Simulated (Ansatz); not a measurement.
From input file to script: ScB2, space group Fd-3m in Ansatz 0.2.0.

```yaml
crystal:
  lattice:
    - [0.0, 3.062986, 3.062986]
    - [3.062986, 0.0, 3.062986]
    - [3.062986, 3.062986, 0.0]
  atoms:
    - { symbol: Sc, position: [0.25, 0.25, 0.25] }
    - { symbol: Sc, position: [0.0, 0.0, 0.0] }
    - { symbol: B, position: [0.625, 0.625, 0.625] }
    - { symbol: B, position: [0.125, 0.625, 0.625] }
    - { symbol: B, position: [0.625, 0.125, 0.625] }
    - { symbol: B, position: [0.625, 0.625, 0.125] }
basis:
  ecutwfc: 600.0
kpoints:
  mp_grid: { grid: [6, 6, 6] }
hamiltonian:
  xc: r2scan
scf:
  occupations: { method: fermi_dirac }
relax:
  cell: {}
output:
  write_density: true
  write_potential: true
  volumetric_format: npy
  elf: true
```

Launched from the shell:
```console
$ ansatz run input.yaml --threads 1 --pin off --max-ram 3072MiB --backend cpu --events-out ev --progress --plain --runs-dir out
Engine: ansatz 0.2.0, aarch64-unknown-linux-gnu
Pseudopotentials: kind: paw
Pseudopotential: Sc, paw, valence charge 11, recommended cutoff 500 eV (meta_gga), Sc.paw.azcp
Pseudopotential: B, paw, valence charge 3, recommended cutoff 500 eV (meta_gga), B.paw.azcp
Functional definition: r2SCAN
  parameter k0 = 0.174
  parameter k1 = 0.065
  parameter a1 = 4.9479
  exchange = r2scan_x(k0 = k0, k1 = k1, a1 = a1)
  correlation = r2scan_c
Crystal: 6 atoms, lattice volume = 57.473 Å³
Basis set: ecut = 600 eV, 1917 PW (Γ), exchange–correlation on 144×144×144 points (64 copies of the dense FFT grid, shifted against one another)
Bands: 23, of which v1, the nominal top of the filled ones, is band 17 counted from 1 (16 counted from 0)
Symmetry: 48 space group operations
Space group: Fd-3m (ITA 227), of the structure as read, at distance tolerance 3.9e-5 Å
k-points: 16 of 216
Non-local potential: Sc, projectors of the file, l = 0: 3, l = 1: 2, l = 2: 3, l = 3: 1
Non-local potential: B, projectors of the file, l = 0: 2, l = 1: 2, l = 2: 1
PAW form: soft (Blöchl's): semilocal exchange-correlation on the pseudo side does not see the compensation charge
PAW frozen core: Sc, regenerated for the run's functional (the file was generated under x = pbe(κ = 0.804, μ = 0.2195149727645171), c = pbe(β = 0.06672455060314922))
PAW frozen core: B, regenerated for the run's functional (the file was generated under x = pbe(κ = 0.804, μ = 0.2195149727645171), c = pbe(β = 0.06672455060314922))
PAW one-centre angular grid: Sc, 590 points (default); XC on 160 Gauss nodes
PAW one-centre angular grid: B, 302 points (default); XC on 160 Gauss nodes
Initial density: superposition of atomic densities (neutral atoms: chi_scale 0, normalization atom), corrected by the library's trained network
Initial wavefunctions: pseudopotential atomic-orbital guess
Functional: x = r2scan, c = r2scan; τ floored in thin density (d = 2e-4 eV/Å³)
SCF iter   1: F=—  HF=-4906.907728 eV  |F-HF|=—  |Δ(HF+E_count)|=         —  Δρ=8.67e-3  dr2=2.86e-2  dr2_τ=2.90e-1  ethr=1.77e-3  ⟨swp⟩=4.4  Hψ=1665  notcnv=0  defer=1
preconditioner: auto → Kerker (q_TF=auto, 2.500 Å⁻¹)  [metal: Δε(μ)=0.198 eV  Ē_g=8.058 eV  σ=0.100 eV  W_gap=0.42  n_scr=14 (ndim 8)  ℏωp=20.8 eV  f_vac=0.000  D(μ)=1.80/eV (n_scr^D=14)]
SCF iter   2: F=—  HF=-4907.115648 eV  |F-HF|=—  |Δ(HF+E_count)|=   2.08e-1  Δρ=5.74e-3  dr2=1.01e-2  dr2_τ=2.47e-4  ethr=8.42e-5  ⟨swp⟩=2.0  Hψ=854  notcnv=0  defer=7
SCF iter   3: F=—  HF=-4907.116708 eV  |F-HF|=—  |Δ(HF+E_count)|=   1.06e-3  Δρ=9.44e-4  dr2=6.03e-4  dr2_τ=1.33e-4  ethr=2.96e-5  ⟨swp⟩=2.3  Hψ=689  notcnv=0  defer=7
SCF iter   4: F=—  HF=-4907.116752 eV  |F-HF|=—  |Δ(HF+E_count)|=   4.34e-5  Δρ=2.34e-4  dr2=2.79e-5  dr2_τ=4.90e-6  ethr=1.77e-6  ⟨swp⟩=2.2  Hψ=479  notcnv=0  defer=7
SCF iter   5: F=—  HF=-4907.116754 eV  |F-HF|=—  |Δ(HF+E_count)|=   1.89e-6  Δρ=9.15e-5  dr2=3.68e-6  dr2_τ=5.39e-8  ethr=8.22e-8  ⟨swp⟩=2.1  Hψ=515  notcnv=0  defer=7
SCF iter   6: F=—  HF=-4907.116754 eV  |F-HF|=—  |Δ(HF+E_count)|=   5.62e-7  Δρ=1.66e-5  dr2=1.31e-7  dr2_τ=3.98e-9  ethr=1.08e-8  ⟨swp⟩=2.0  Hψ=472  notcnv=0  defer=7
SCF iter   7: F=-4907.116754 eV  HF=-4907.116754 eV  |F-HF|=8.37e-9  |Δ(HF+E_count)|=   6.27e-8  Δρ=4.58e-6  dr2=2.15e-8  dr2_τ=3.66e-10  ethr=2.94e-10  ⟨swp⟩=7.2  Hψ=1785  notcnv=0
SCF 1 converged in 7 iterations: F = -4907.116754 eV  dr2 = 2.15e-8
  greatest PAW one-centre occupation: 1.001 electrons in one spin orbital (limit 2), on the Sc atom at site 1 (counted from 0), in its partial waves of l = 1
relax step   1: F+E_penalty+E_count = -4907.11675420 eV  Δ(F+E_penalty+E_count) = +0.000e0 eV  max|allowed force component| = 1.850e-17 eV/Å  Δτ_max = 0.0000 Å  P = -1.260 GPa  Ω = 57.473 Å³  (7 SCF iters, dr2 threshold 1.00e-7 eV, accepted)
Crystal: 6 atoms, lattice volume = 57.098 Å³
Initial density: handed on by an earlier stage of this run
Initial wavefunctions: those handed on with the density
iter 1 solved again at ethr=6.03e-8 eV; its pass at ethr=3.10e-3 eV (dr2=2.05e-5 eV) is discarded
SCF iter   1: F=—  HF=-4907.117170 eV  |F-HF|=—  |Δ(HF+E_count)|=         —  Δρ=2.29e-4  dr2=1.85e-5  dr2_τ=7.67e-4  ethr=6.03e-8  ⟨swp⟩=2.0  Hψ=2074  notcnv=0
preconditioner: auto → Kerker (q_TF=auto, 2.502 Å⁻¹)  [metal: Δε(μ)=0.203 eV  Ē_g=8.091 eV  σ=0.100 eV  W_gap=0.43  n_scr=14 (ndim 8)  ℏωp=20.8 eV  f_vac=0.000  D(μ)=1.80/eV (n_scr^D=14)]
SCF iter   2: F=—  HF=-4907.118418 eV  |F-HF|=—  |Δ(HF+E_count)|=   1.25e-3  Δρ=1.92e-4  dr2=1.98e-5  dr2_τ=5.88e-7  ethr=5.45e-8  ⟨swp⟩=2.0  Hψ=648  notcnv=0
SCF iter   3: F=—  HF=-4907.118419 eV  |F-HF|=—  |Δ(HF+E_count)|=   1.09e-6  Δρ=8.44e-5  dr2=3.03e-6  dr2_τ=1.73e-7  ethr=5.45e-8  ⟨swp⟩=2.0  Hψ=417  notcnv=0
SCF iter   4: F=-4907.118420 eV  HF=-4907.118420 eV  |F-HF|=2.13e-8  |Δ(HF+E_count)|=   1.01e-6  Δρ=1.59e-5  dr2=1.31e-7  dr2_τ=2.04e-8  ethr=1.76e-9  ⟨swp⟩=6.0  Hψ=2189  notcnv=0
SCF 2 converged in 4 iterations: F = -4907.118420 eV  dr2 = 1.31e-7
relax step   2: F+E_penalty+E_count = -4907.11842008 eV  Δ(F+E_penalty+E_count) = -1.666e-3 eV  max|allowed force component| = 1.018e-16 eV/Å  Δτ_max = 0.0000 Å  P = -0.067 GPa  Ω = 57.098 Å³  energy of the carried Pulay correction = +1.030e-4 eV  (4 SCF iters, dr2 threshold 6.00e-7 eV, accepted)
Crystal: 6 atoms, lattice volume = 57.077 Å³
iter 1 solved again at ethr=9.83e-10 eV; its pass at ethr=3.10e-3 eV (dr2=3.34e-7 eV) is discarded
SCF iter   1: F=—  HF=-4907.118426 eV  |F-HF|=—  |Δ(HF+E_count)|=         —  Δρ=2.62e-5  dr2=2.99e-7  dr2_τ=2.35e-6  ethr=9.83e-10  ⟨swp⟩=2.0  Hψ=1985  notcnv=0
preconditioner: auto → Kerker (q_TF=auto, 2.503 Å⁻¹)  [metal: Δε(μ)=0.203 eV  Ē_g=8.093 eV  σ=0.100 eV  W_gap=0.43  n_scr=14 (ndim 8)  ℏωp=20.9 eV  f_vac=0.000  D(μ)=1.80/eV (n_scr^D=14)]
SCF iter   2: F=—  HF=-4907.118430 eV  |F-HF|=—  |Δ(HF+E_count)|=   4.11e-6  Δρ=1.90e-5  dr2=1.96e-7  dr2_τ=3.84e-9  ethr=8.78e-10  ⟨swp⟩=2.0  Hψ=645  notcnv=0
SCF iter   3: F=-4907.118430 eV  HF=-4907.118430 eV  |F-HF|=2.35e-9  |Δ(HF+E_count)|=   2.86e-8  Δρ=3.15e-6  dr2=7.78e-9  dr2_τ=2.99e-9  ethr=3.32e-11  ⟨swp⟩=5.8  Hψ=2008  notcnv=0
SCF 3 converged in 3 iterations: F = -4907.118430 eV  dr2 = 7.78e-9
relax step   3: F+E_penalty+E_count = -4907.11843030 eV  Δ(F+E_penalty+E_count) = -1.022e-5 eV  max|allowed force component| = 3.547e-17 eV/Å  Δτ_max = 0.0000 Å  P = +0.001 GPa  Ω = 57.077 Å³  energy of the carried Pulay correction = +1.088e-4 eV  (3 SCF iters, dr2 threshold 1.13e-8 eV, accepted)
Initial wavefunctions: pseudopotential atomic-orbital guess (no wavefunctions were taken with the density)
iter 1 solved again at ethr=9.76e-9 eV; its pass at ethr=3.10e-3 eV (dr2=3.32e-6 eV) is discarded
SCF iter   1: F=—  HF=-4907.118339 eV  |F-HF|=—  |Δ(HF+E_count)|=         —  Δρ=1.13e-5  dr2=1.36e-8  dr2_τ=7.88e-8  ethr=9.76e-9  ⟨swp⟩=3.4  Hψ=2597  notcnv=0
preconditioner: auto → Kerker (q_TF=auto, 2.503 Å⁻¹)  [metal: Δε(μ)=0.203 eV  Ē_g=8.092 eV  σ=0.100 eV  W_gap=0.43  n_scr=14 (ndim 8)  ℏωp=20.9 eV  f_vac=0.000  D(μ)=1.80/eV (n_scr^D=14)]
SCF iter   2: F=—  HF=-4907.118339 eV  |F-HF|=—  |Δ(HF+E_count)|=   2.03e-8  Δρ=6.00e-6  dr2=3.02e-9  dr2_τ=4.19e-9  ethr=4.00e-11  ⟨swp⟩=2.6  Hψ=601  notcnv=0
SCF iter   3: F=—  HF=-4907.118339 eV  |F-HF|=—  |Δ(HF+E_count)|=   5.50e-9  Δρ=8.95e-7  dr2=1.45e-10  dr2_τ=5.84e-11  ethr=8.88e-12  ⟨swp⟩=2.8  Hψ=651  notcnv=0
SCF iter   4: F=-4907.118339 eV  HF=-4907.118339 eV  |F-HF|=1.82e-12  |Δ(HF+E_count)|=  1.61e-10  Δρ=1.58e-7  dr2=1.07e-11  dr2_τ=6.87e-13  ethr=1.00e-12  ⟨swp⟩=6.7  Hψ=1690  notcnv=0
SCF 4 converged in 4 iterations: F = -4907.118339 eV  dr2 = 1.07e-11
relax step   4: F+E_penalty+E_count = -4907.11833916 eV  Δ(F+E_penalty+E_count) = +9.113e-5 eV  max|allowed force component| = 6.476e-17 eV/Å  Δτ_max = 0.0000 Å  P = +0.001 GPa  Ω = 57.077 Å³  stress off target by 5.07e-4 GPa  SCF on the basis re-selected at this cell (its energy is not comparable with the rows above)  (4 SCF iters)
basis re-selected at this cell: Δ(F+E_penalty+E_count) = +9.113e-5 eV, ΔP = -0.000 GPa vs the last step (what re-selecting the basis moved, of the pressure what is left beyond the Pulay correction that the steps carried, after the strain that the cell walked since its last selection, with what the two solves' SCF thresholds leave and, on support functions, any second-order correction that the steps lacked; it is no measure of the basis error at this ecutwfc). This SCF's stress stands 5.07e-4 GPa from its target on what of the cell is left free (relax.cell.stress_tol is 5.00e-2 GPa) and its largest allowed force component is 6.48e-17 eV/Å (relax.f_tol is 1.00e-2 eV/Å): within both
SCF converged after 4 iterations
Free energy (F): -4907.118339 eV
Harris-Foulkes:  -4907.118339 eV  (|F-HF|=1.82e-12)
Internal energy: -4907.059040 eV  (E = F + TS)
E sigma→0 (E₀):  -4907.088690 eV
Entropy (-TS):   -0.059299 eV (-9.883 meV/atom)
Fermi energy:    13.668855 eV
--- Per-component energies (eV) ---
  E_band       = -165.436085
  E_kinetic    = 719.098192
  E_local      = -1456.213738  (includes V_loc(G=0)·N_el)
  E_nonlocal   = 209.073555
  E_hartree    = 522.877054
  E_xc         = -329.036121
  E_vxc        = -452.753926  (∫ρ·V_xc dr)
  E_paw        = -2249.438635  (= ΣΔE_a)
  E_vpaw       = -256.777349  (= ΣTr[D̂ρ^β])
  E_aug_tail   = 0.000001  (compensation charges beyond the density's cutoff)
  E_vtau       = 26.383034  (kinetic-family band-sum trace: ∫τ·v_τ [+ j·A + Jᵃ·Aᵃ] dr)
  E_ewald      = -2322.868596
  E_core_change = -0.550752  (= ΣΔE_core)
  E_smearing   = -0.059299  (= −TS)
  E_closure    = -0.000000  (closes the sum)
  Σ components = -4907.118339   (vs F -4907.118339, Δ=0.00e0)
--- Forces (eV/Å), atoms counted from 1 ---
  atom   1  Sc    -0.00000000    -0.00000000    -0.00000000
  atom   2  Sc     0.00000000     0.00000000     0.00000000
  atom   3  B     -0.00000000     0.00000000     0.00000000
  atom   4  B     -0.00000000     0.00000000    -0.00000000
  atom   5  B     -0.00000000     0.00000000     0.00000000
  atom   6  B     -0.00000000     0.00000000     0.00000000
  max |Σ_I F_I| component: 3.70e-17 eV/Å
--- Stress (GPa, compression-positive) ---
        0.000507      -0.000000      -0.000000
       -0.000000       0.000507      -0.000000
       -0.000000      -0.000000       0.000507
  P = ⅓ Tr σ = 0.0005 GPa (0.005 kbar)
--- Band table (eV; the first three rows and the last of 16) ---
  k-point 0: bands = ["-36.8947", "-36.4600", "-14.8177", "-14.8177", "-14.8177", "-14.1965", "-14.1965", "-14.1965", "0.1647", "7.1959", "9.4081", "9.4081", "9.4081", "9.8397", "9.8397", "10.3224", "10.3224", "10.3224", "17.9092", "17.9092", "17.9092", "18.9603", "18.9603"]
  k-point 1: bands = ["-36.8734", "-36.4816", "-14.8489", "-14.8489", "-14.8424", "-14.1891", "-14.1659", "-14.1659", "0.4800", "6.3114", "8.6921", "8.8742", "8.8742", "9.7464", "9.7464", "11.4685", "11.4685", "11.9819", "17.6801", "17.8035", "17.8035", "18.6997", "18.6997"]
  k-point 2: bands = ["-36.8216", "-36.5341", "-14.9041", "-14.9041", "-14.8948", "-14.1699", "-14.1121", "-14.1121", "1.3128", "4.7076", "8.2452", "8.2452", "8.3353", "10.2003", "10.2003", "12.8178", "12.8178", "14.2824", "16.5138", "17.4348", "17.4348", "18.1370", "18.1370"]
  k-point 15: bands = ["-36.6782", "-36.6782", "-15.0516", "-15.0516", "-14.5299", "-14.5299", "-13.9864", "-13.9864", "2.9671", "2.9671", "7.1816", "7.1816", "10.3402", "10.3402", "12.2129", "12.2129", "14.2776", "14.2776", "15.4672", "15.4672", "17.1333", "17.1333", "18.4670"]
--- Relaxed structure (3 steps of the walk, 3 accepted, 1 SCFs on fresh bases) ---
  F+E_penalty+E_count = -4907.11833916 eV   max|allowed force component| = 6.476e-17 eV/Å   (the final SCF, on the basis selected at the relaxed cell)
  cell:  # Å, volume = 57.0766 Å³
    - [-8.120749177427345e-35, 3.0559251819424653, 3.0559251819424653]
    - [3.0559251819424653, -4.299220152755654e-35, 3.0559251819424653]
    - [3.0559251819424653, 3.0559251819424653, 1.910764512335846e-34]
  atoms:
    - { symbol: Sc, position: [0.25, 0.25, 0.25] }
    - { symbol: Sc, position: [4.6168863525197195e-35, -3.459765138706591e-35, 2.4309097198208613e-35] }
    - { symbol: B, position: [0.6250000000000001, 0.6250000000000001, 0.6250000000000001] }
    - { symbol: B, position: [0.125, 0.6250000000000001, 0.6250000000000002] }
    - { symbol: B, position: [0.6250000000000001, 0.125, 0.6250000000000002] }
    - { symbol: B, position: [0.6250000000000001, 0.6250000000000001, 0.125] }
```

The cells in order, each with its output:

**Cell 1**
```python
from pathlib import Path

import ansatz as az
from ase import Atoms
from ase.data import atomic_numbers
from ase.io import write
from ase.neighborlist import neighbor_list
import matplotlib.pyplot as plt
import numpy as np
import spglib
```

**Cell 2**
```python
ECUT = 600
KMESH = (6, 6, 6)
FILLING = "fermi_dirac"
```

**Cell 3**
```python
def edges_and_angles(cell):
    cell = np.asarray(cell)
    a, b, c = np.linalg.norm(cell, axis=1)
    cosines = cell[1] @ cell[2] / (b * c), cell[0] @ cell[2] / (a * c), cell[0] @ cell[1] / (a * b)
    return (a, b, c, *np.degrees(np.arccos(cosines)))
```

**Cell 4**
```python
atoms = Atoms(
    ["Sc", "Sc", "B", "B", "B", "B"],
    scaled_positions=[
        (0.25, 0.25, 0.25),
        (0.0, 0.0, 0.0),
        (0.625, 0.625, 0.625),
        (0.125, 0.625, 0.625),
        (0.625, 0.125, 0.625),
        (0.625, 0.625, 0.125),
    ],
    cell=[
        (0.0, 3.062986, 3.062986),
        (3.062986, 0.0, 3.062986),
        (3.062986, 3.062986, 0.0),
    ],
    pbc=True,
)
xtal = az.Crystal.from_ase(atoms)
```

**Cell 5**
```python
xtal.resolved().sites[-1]
```
Output:
```text
Site(symbol='B', position=(0.625, 0.625, 0.12499999999999994), moment=None, axis=None, held=None, saved=None)
```

**Cell 6**
```python
# every cell quantity that the symmetry leaves free
setup = (
    xtal.calculation()
    .basis(ECUT)  # cutoff of the orbital basis
    .kpoints(*KMESH)  # the mesh must be finer for metals
    .functional(az.Functional.R2SCAN)
    .occupations(FILLING)  # smearing steadies the SCF of a metal
    .relax(cell=True)
    .density()
    .potential()
    .electron_localization_function()
    .output_files(volumetric_format="npy")
)
steps = []
```

**Cell 7**
```python
def follow(event):
    if event["event"] != "relax_step":
        return
    row = event["data"]
    steps.append(row)
    print(f"step {row['step']:3d}  E = {row['lagrangian_ev']:.5f} eV  largest force component = {row['allowed_force_max_ev_ang']:.4f} eV/A  P = {row['pressure_gpa']:.3f} GPa")
```

**Cell 8**
```python
out = setup.session().plan(threads=1).execute(on_event=follow)
summary = out.report
```
Output:
```text
step   1  E = -4907.11675 eV  largest force component = 0.0000 eV/A  P = -1.260 GPa
step   2  E = -4907.11842 eV  largest force component = 0.0000 eV/A  P = -0.067 GPa
step   3  E = -4907.11843 eV  largest force component = 0.0000 eV/A  P = 0.001 GPa
step   4  E = -4907.11834 eV  largest force component = 0.0000 eV/A  P = 0.001 GPa
```

**Cell 9**
```python
summary["n_iterations"], summary["closed_by"]
```
Output:
```text
(4, 'deck_thresholds')
```

**Cell 10**
```python
first, last = steps[0], steps[-1]
symbols = [site.symbol for site in out.lattice.sites]
print(f"energy gained {first['lagrangian_ev'] - last['lagrangian_ev']:.4f} eV in {len(steps) - 1} steps")
for label, vectors in (("before", first["cell_ang"]), ("after", out.lattice.cell_ang)):
    print(label, "a b c (A) {:.4f} {:.4f} {:.4f}  angles {:.2f} {:.2f} {:.2f}".format(*edges_and_angles(vectors)), f" V = {abs(np.linalg.det(vectors)):.3f} A^3")
print("final stress xx yy zz (GPa, compression positive):", np.round(np.diag(summary["stress_gpa"]), 3) + 0.0)

fig, (top, bottom) = plt.subplots(2, 1, sharex=True, figsize=(4.5, 4))
top.plot([s["lagrangian_ev"] - last["lagrangian_ev"] for s in steps], "o-")
top.set_ylabel("E - E(final) (eV)")
bottom.semilogy([max(s["allowed_force_max_ev_ang"], 1e-6) for s in steps], "s-")
bottom.set(xlabel="step", ylabel="largest force (eV/A)")
fig.tight_layout()
fig.savefig("relax.png", dpi=100)

relaxed = Atoms(symbols, positions=[site.position_ang for site in out.lattice.sites], cell=out.lattice.cell_ang, pbc=True)
write("relaxed.extxyz", relaxed, format="extxyz")
```
Output:
```text
energy gained 0.0016 eV in 3 steps
before a b c (A) 4.3317 4.3317 4.3317  angles 60.00 60.00 60.00  V = 57.473 A^3
after a b c (A) 4.3217 4.3217 4.3217  angles 60.00 60.00 60.00  V = 57.077 A^3
final stress xx yy zz (GPa, compression positive): [0.001 0.001 0.001]
```

**Cell 11**
```python
final = Atoms(symbols, positions=last["positions_ang"], cell=out.lattice.cell_ang, pbc=True)
i, j, d = neighbor_list("ijd", final, 4.5)
print("neighbours within 1.1 times the shortest distance of each atom (A)")
for atom in range(len(final)):
    near = [m for m in np.argsort(d) if i[m] == atom]
    shell = [m for m in near if d[m] < 1.1 * d[near[0]]]
    print(f"{symbols[atom]}{atom} ({len(shell)}):", ", ".join(f"{symbols[j[m]]} {d[m]:.3f}" for m in shell))
```
Output:
```text
neighbours within 1.1 times the shortest distance of each atom (A)
Sc0 (16): B 2.534, B 2.534, B 2.534, B 2.534, B 2.534, B 2.534, B 2.534, B 2.534, B 2.534, B 2.534, B 2.534, B 2.534, Sc 2.647, Sc 2.647, Sc 2.647, Sc 2.647
Sc1 (16): B 2.534, B 2.534, B 2.534, B 2.534, B 2.534, B 2.534, B 2.534, B 2.534, B 2.534, B 2.534, B 2.534, B 2.534, Sc 2.647, Sc 2.647, Sc 2.647, Sc 2.647
B2 (6): B 2.161, B 2.161, B 2.161, B 2.161, B 2.161, B 2.161
B3 (6): B 2.161, B 2.161, B 2.161, B 2.161, B 2.161, B 2.161
B4 (6): B 2.161, B 2.161, B 2.161, B 2.161, B 2.161, B 2.161
B5 (6): B 2.161, B 2.161, B 2.161, B 2.161, B 2.161, B 2.161
```

**Cell 12**
```python
fractions = [site.position_frac for site in out.lattice.sites]
numbers = [atomic_numbers[s] for s in symbols]
for tolerance in (1e-3, 1e-2, 1e-1):
    print(f"space group at {tolerance} A:", spglib.get_spacegroup((out.lattice.cell_ang, fractions, numbers), symprec=tolerance))
```
Output:
```text
space group at 0.001 A: Fd-3m (227)
space group at 0.01 A: Fd-3m (227)
space group at 0.1 A: Fd-3m (227)
```

**Cell 13**
```python
for key in ("converged", "n_iterations", "n_electrons", "n_kpoints", "n_pw", "n_symmetry_ops", "free_energy_ev", "fermi_energy_ev"):
    print(f"{key:18s} {summary[key]}")
```
Output:
```text
converged          True
n_iterations       4
n_electrons        34.0
n_kpoints          16
n_pw               1917
n_symmetry_ops     48
free_energy_ev     -4907.1183391613395
fermi_energy_ev    13.668854594248144
```

**Cell 14**
```python
folder = Path(out.write_results("fields"))
print("densities in e/A^3, potentials in eV, ELF without unit")
for name in sorted(p.name for p in folder.glob("*.npy")):
    field = np.load(folder / name)
    print(f"{name:16s} {str(field.shape):16s} min {field.min():10.4f}  mean {field.mean():10.4f}  max {field.max():10.4f}")
```
Output:
```text
densities in e/A^3, potentials in eV, ELF without unit
elf.npy          (36, 36, 36)     min     0.0008  mean     0.4353  max     0.7603
rho.npy          (36, 36, 36)     min     0.1786  mean     0.5957  max     7.3608
v_es.npy         (36, 36, 36)     min   -74.1981  mean     4.0323  max    14.2095
v_tot.npy        (36, 36, 36)     min   -94.5002  mean    -8.9081  max     2.8659
```

Reading the output:
- Absolute energies stand on the zero of these potentials, so only differences at equal settings mean something. A total without «per atom» is that of the cell as typed.
- Forces vanish by symmetry, so the ions can't move, and the end may be a saddle.
- For a metal this k-point mesh is coarse: on a finer one energies can move by several to tens of meV an atom and pressures by half a GPa or more, differences at one mesh by less.
- The zero of the levels is a convention of the potentials, so an absolute Fermi energy is no work function.
- Energies along a relaxation are free energies. Rows at an unchanged volume are solved on a plane-wave basis chosen afresh for that cell, so the energy jumps there and such rows are no steps of the walk.
- Edges and angles are those of the cell as typed, here a primitive one, not of the conventional cell.
- Grid values close to the nuclei reflect the PAW or pseudopotential construction, not the all-electron fields.
- The structure comes from a database of computed cells and needn't be a stable or known phase.
- Finished in 16 s on 1 thread of Arm Neoverse V2, with other jobs on the host, peak memory 0.72 GiB.

(Lines on the test bed's own set-up are left out of the output.)
